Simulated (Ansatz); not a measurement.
This script for a fixed-spin-moment curve of ZnNi3, space group Pm-3m with the Python package of Ansatz (0.2.0) holds a mistake.

`fsm.py`
```python
"""Energy of ZnNi3 against a locked total moment."""

import ansatz as az
from ase import Atoms

atoms = Atoms(
    ["Zn", "Ni", "Ni", "Ni"],
    scaled_positions=[
        (0.0, 0.0, 0.0),
        (0.0, 0.5, 0.5),
        (0.5, 0.0, 0.5),
        (0.5, 0.5, 0.0),
    ],
    cell=[
        (3.531467, 0.0, 0.0),
        (0.0, 3.531467, 0.0),
        (0.0, 0.0, 3.531467),
    ],
    pbc=True,
)
crystal = az.Crystal.from_ase(atoms)

base = (
    crystal.calculation()
    .functional("PBEsol")
    .basis(-550)
    .kpoints(length=20)
    .occupations("Fermi-Dirac")
)
# a hard lock holds the total moment, with one Fermi level a spin
rows = []
for total in [0.0, 1.1, 2.2, 3.2, 4.3, 5.4]:
    data = base.spin("collinear", total=total, lock="hard").run().report
    up, down = data["spin_fermi_energies_ev"]
    rows.append((total, data["free_energy_ev"], up - down, data["absolute_magnetization_mub"]))
reference = rows[0][1]
rows = [(m, 1000 * (e - reference), split, size) for m, e, split, size in rows]
print("     total muB    F - F(0) meV  EF up - down eV    absolute muB")
for row in rows:
    print(f"{str(row[0]):>14s}  {row[1]:14.2f}  {row[2]:15.4f}  {row[3]:14.3f}")
best = min(rows, key=lambda row: row[1])
print(f"lowest at {best[0]} muB per cell, {best[1]:.1f} meV against the first point")
```

Output of `python fsm.py`:
```text
Traceback (most recent call last):
  File "fsm.py", line 33, in <module>
    data = base.spin("collinear", total=total, lock="hard").run().report
           ~~~~~~~~~~~~~~~~~~~~~~~~~~~~~~~~~~~~~~~~~~~~~~~~~~~~^^
  ...
ansatz.RefusalError: invalid value for `basis.ecutwfc`: must be finite and > 0; got -550 eV
```
(Library frames cut from the traceback.)

Find the fault and give the corrected script.

The fault: the cutoff is negative. Mended:

```diff
--- before
+++ after
@@ -25,3 +25,3 @@
     .functional("PBEsol")
-    .basis(-550)
+    .basis(550)
     .kpoints(length=20)
```

The mended script runs so:

`python fsm.py` gives:
```text
RunWarning: this spin-polarised run has no starting moment large enough to seed its density, and nothing else in its deck makes the two spin channels differ, so an SCF from that start keeps the [...]
     total muB    F - F(0) meV  EF up - down eV    absolute muB
           0.0            0.00           0.0000           0.000
           1.1           -9.93           0.0189           1.235
           2.2          214.56           0.9106           2.201
           3.2          822.32           1.6874           3.200
           4.3         2012.94           2.8446           4.300
           5.4         3923.62           4.3584           5.400
lowest at 1.1 muB per cell, -9.9 meV against the first point
```
(Warnings from the package without file and line, shortened.)

Caveats:
- The mesh is modest for a metal, so energies can be off by several to tens of meV an atom and pressures by half a GPa or more; differences at equal mesh fare better.
- This cell is a computed structure, which may not be the phase found in nature.
- Only points where the Fermi levels of the two spins meet (minima, maxima and zero moment) are free solutions; a shallow minimum can lie between the points.
- Finished in 68 s on 1 thread of Arm Neoverse V1, with other jobs on the host, peak memory 0.52 GiB.
